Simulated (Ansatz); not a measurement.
# CH3F3SSn: basis-set convergence

One table from this session's results is given with a row withheld; the runs are named, their logs left out.

Program: Ansatz 0.2.0, Gaussian basis. Level of theory: one geometry, several basis sets. These are calculated values, not measurements.

Levels to be run: PBE0-D4/def2-SVP; ωB97M-V/def2-SVP; PBE0-D4/def2-QZVPP; ωB97M-V/def2-QZVPP; the functionals' def2-TZVPP values are taken from earlier runs.

**Structure used throughout**

The geometry comes from an earlier relaxation with PBE0-D4 in a triple-zeta def2 set; it is a stationary point, not always the lowest conformer. Sn takes the def2 core potential; no spin-orbit term is included.

SMILES `C[S][Sn]([F])([F])[F]`, 9 atoms, charge 0, spin multiplicity 1.

Atoms are counted from 1 here; the program's logs count them from 0.

Bond lengths: C1–S2 1.824 Å, C1–H7 1.088 Å, C1–H8 1.088 Å, C1–H9 1.090 Å, S2–Sn3 2.341 Å, Sn3–F4 1.896 Å, Sn3–F5 1.891 Å, Sn3–F6 1.897 Å. Angles: S2–C1–H7 111.5°, S2–C1–H8 111.4°, S2–C1–H9 104.7°, H7–C1–H8 111.0°, H7–C1–H9 109.0°, H8–C1–H9 109.0°, C1–S2–Sn3 98.4°, S2–Sn3–F4 113.8°, S2–Sn3–F5 113.7°, S2–Sn3–F6 113.2°, F4–Sn3–F5 106.2°, F4–Sn3–F6 102.7°, F5–Sn3–F6 106.4°.

The first run:

in.yaml

```yaml
crystal:
  periodic: [false, false, false]
  atoms:
    - {symbol: C, position_ang: [-0.051424, -1.405400, 0.888702]}
    - {symbol: S, position_ang: [1.320596, -0.676340, -0.067701]}
    - {symbol: Sn, position_ang: [0.215837, 1.234135, -0.847406]}
    - {symbol: F, position_ang: [-1.312369, 0.854871, -1.904328]}
    - {symbol: F, position_ang: [1.308296, 2.370485, -1.891123]}
    - {symbol: F, position_ang: [-0.497274, 2.306219, 0.545282]}
    - {symbol: H, position_ang: [-0.371744, -0.745218, 1.692382]}
    - {symbol: H, position_ang: [-0.888187, -1.670405, 0.245364]}
    - {symbol: H, position_ang: [0.364767, -2.314848, 1.321730]}
basis:
  gaussian: {orbitals: def2-SVP}
hamiltonian: {xc: pbe0, dispersion: d4}
output: {orbitals: {seedname: orbitals}}
```

Launch:

```
$ ansatz run in.yaml --threads 4 --pin off --events-out ev --progress --plain --max-ram 11315MiB
```

Steps of the session up to this table: PBE0-D4 in def2-SVP; ωB97M-V in def2-SVP; PBE0-D4 in def2-QZVPP; ωB97M-V in def2-QZVPP.

One table of the session follows, with a row left open; its other results are not shown here.

It belongs to the step «Density functionals: the series». 

```
functional       basis  HOMO (eV)  LUMO (eV)
   PBE0-D4    def2-SVP      -8.19      -2.52
   PBE0-D4  def2-TZVPP      -8.26      -2.68
   PBE0-D4  def2-QZVPP      -8.27      -2.71
   ωB97M-V    def2-SVP     -10.37      -0.37
   ωB97M-V  def2-TZVPP          ?          ?
   ωB97M-V  def2-QZVPP     -10.49      -0.71
```

**Question.** Estimate the row for ωB97M-V, def2-TZVPP.

The run gave: HOMO (eV): -10.48; LUMO (eV): -0.61. In the column «HOMO (eV)» it lies between ωB97M-V, def2-QZVPP (-10.49) and ωB97M-V, def2-SVP (-10.37).
